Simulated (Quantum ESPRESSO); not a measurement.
The system is MnPt2.

```
Pt Mn
1.0
     2.85840    0.00000    0.00000
    -1.42920    2.47545    0.00000
     0.00000    0.00000    6.53250
Pt Mn
2 1
Cartesian
  1.4292 0.8252 2.0656
  0.0000 1.6503 4.4669
  0.0000 0.0000 0.0000
```

The cell comes from a database or a generator and needn't be the stable form of this composition.

Base run:

* Program: Quantum ESPRESSO 7.5
* Functional: PBEsol
* Potentials or basis: PseudoDojo 0.4.1 SR PBEsol standard
* Cutoff: 1306 eV
* Density cutoff: 5225 eV
* k mesh: 11 × 11 × 4
* Occupations: fermi-dirac, width 0.05 eV
* Spin: collinear spin, ferromagnetic start
* Starting moments: [0.0, 0.0, 4.0] μB

Its results: band gap on the k mesh none (metal or under the smearing width); pressure -8.9 GPa; net moment 4.57 μB per cell; site moments Pt +0.31; Mn +3.76 μB; largest force 0.051 eV/Å.

Problem. The run is repeated on the same cell with these changes: potentials or basis from PseudoDojo 0.4.1 SR PBEsol standard to PseudoDojo 0.4 SR PBEsol stringent; cutoff from 1306 eV to 1769 eV; density cutoff from 5225 eV to 7075 eV. What comes out?

Solution. Band gap on the k mesh none (metal or under the smearing width); pressure -9.6 GPa; net moment 4.49 μB per cell; site moments Pt +0.31; Mn +3.70 μB; largest force 0.025 eV/Å.

Caveats: spin-orbit coupling is left out, which moves the levels of the heavy elements.
